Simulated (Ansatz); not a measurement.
# GeNSi: the cost of one run

Computed with Ansatz 0.2.0, Gaussian basis. Level: cc-pVTZ, all electrons in the functionals, frozen cores in the correlation of double hybrids and RPA.

To be run: PBE, r2SCAN, PBE0, B3LYP, wB97M-V, B2PLYP, RPA-PBE, at charge 0, doublet; charge 0, quartet; charge 1, singlet; charge 1, triplet.

6 further runs of the same task are left out: 1 for a known fault of the program, 5 set aside as unsound or not needed.

### Step 1. The system

The geometry is a PBE0/def2-TZVP stationary point (not a proven minimum). No spin-orbit coupling is included. The filled d shell of Ge may be among the frozen orbitals whatever the setting's name suggests; the logs give the count.

3 atoms, charge 0, spin multiplicity 2.

Atoms are counted from 1 here; the program's logs count them from 0.

Bond lengths: Ge1–Si2 2.353 Å, Si2–N3 1.602 Å. Angles: Ge1–Si2–N3 180.0°.

No dispersion term is added; wB97M-V holds VV10 nonlocal correlation. B3LYP takes the VWN-RPA correlation.

The geometry shown and the zero of energy belong to the point charge 0, doublet. The yardstick, UCCSD(T), and other wave-function levels (R restricted, U unrestricted, valence and pair active spaces) come from earlier runs.

### Step 2. PBE, charge 0, doublet

File in.yaml:

```yaml
crystal:
  periodic: [false, false, false]
  atoms:
    - {symbol: Ge, position_ang: [0.000000, 0.000000, 2.102400]}
    - {symbol: Si, position_ang: [0.000000, 0.000000, -0.250300]}
    - {symbol: N, position_ang: [0.000000, 0.000000, -1.852100]}
basis:
  gaussian: {orbitals: cc-pVTZ}
magnetization: {spin_polarized: true, initial_magnetization: 1}
hamiltonian: {xc: {name: PBE}}
output: {orbitals: {seedname: orbitals}}
```

Started as:

```
$ ansatz run in.yaml --threads 2 --pin off --events-out ev --progress --plain --max-ram 24576MiB --backend cuda --devices 0, --max-vram 18GiB
```

What time and memory should one allow on 1 × H100 (card shared with other runs) with 2 threads of AMD EPYC 7R13, shared host?

About 9.5 s, with a peak of 0.78 GiB on the host.
